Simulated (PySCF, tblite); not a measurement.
# SiGeH4, a cluster model of a defect: NMR shifts, core binding energies and electronic excitations

What NMR shifts, core binding energies and electronic excitations should one expect for `[SiH][GeH3]`? It is drawn as: twofold Si.

Computed with tblite 0.8.0 and PySCF 2.14.0; each step states its level. No surroundings beyond the atoms listed, unless a continuum is named. Atoms count from 0, parts from 1.

## 1. The system as given

6 atoms, charge 0, multiplicity 1; geometry: distance geometry start.

## 2. Relaxing the cluster with GFN2-xTB

Job settings and geometry (Å):

```
{"job": {"kind": "relax", "xc": "GFN2-xTB", "basis": "xTB"}, "charge": 0, "multiplicity": 1}
Si     1.587191     0.708496     0.002569
Ge    -0.636712     0.054605    -0.036746
H      2.383889    -0.512124     0.026877
H     -1.445902     1.283064    -0.457190
H     -0.847664    -1.158845    -0.975248
H     -1.016168    -0.389677     1.418542
```

Level: GFN2-xTB geometry optimisation, gas phase.

On the command line:

```sh
> OMP_NUM_THREADS=1 python cluster_run.py task.json out
```

The driver reads the jobs from task.json and runs them one after another.

**Question.** The jobs that follow are: PBE0-D3(BJ)/def2-SVP geometry optimisation, gas phase; GIAO PBE0/pcSseg-2 NMR shielding, non-relativistic, gas phase; delta-SCF UKS SCAN, pcX-2 on the ionised atom, pcseg-1 elsewhere, spin-free X2C; TDDFT CAM-B3LYP/def2-SVPD, vertical, gas phase, core orbitals frozen in the response. Predict: point group; rotational constants (main isotopes); 1H shifts against TMS (PBE0/pcSseg-2, means over atoms taken as alike); 29Si shifts against TMS (PBE0/pcSseg-2); 73Ge shifts against GeMe4 (PBE0/pcSseg-2); Si2p binding energies, SCAN/pcX-2; lowest singlet (CAM-B3LYP/def2-SVPD); brightest single state of those computed; lowest triplet; vertical ionisation energy (ΔSCF); vertical electron affinity (ΔSCF).

**Answer**, as computed:

| quantity | value |
| --- | --- |
| point group | Cs |
| rotational constants (main isotopes) | 59.43, 3.84, 3.77 GHz |
| 1H shifts against TMS (PBE0/pcSseg-2, means over atoms taken as alike) | 20.51, 4.53, 4.42 ppm |
| 29Si shifts against TMS (PBE0/pcSseg-2) | 1123.3 ppm |
| 73Ge shifts against GeMe4 (PBE0/pcSseg-2) | -279 ppm |
| Si2p binding energies, SCAN/pcX-2 | Si0 107.81 eV |
| lowest singlet (CAM-B3LYP/def2-SVPD) | 1.85 eV (671 nm), f = 0.004 |
| brightest single state of those computed | state 6, 6.15 eV, f = 0.290 |
| lowest triplet | 0.87 eV |
| vertical ionisation energy (ΔSCF) | 8.75 eV |
| vertical electron affinity (ΔSCF) | 1.44 eV |

What this shows: The optimisation took 5 steps and gained 0.194 eV; among the close pairs (by a distance rule), Si0–H2 changed most, from 1.466 to 1.533 Å (PBE0/def2-SVP). At PBE0/pcSseg-2: Shielding is most anisotropic at Si0 (span 3007 ppm, paramagnetic term -1657 ppm). The lowest singlet, at 1.85 eV, is HOMO→LUMO 0.99 and is weak; of the 6 states computed, the strongest absorption comes from state 6 at 6.15 eV (the last computed, so partners may be missing). The lowest triplet lies 0.97 eV below the lowest singlet (triplets in Tamm-Dancoff, singlets in full TDDFT). The orbital energy would give 7.83 eV for ionisation, ΔSCF gives 8.75 eV. Spin-orbit coupling is left out, which matters for shieldings and couplings at and beside the heavy atoms.
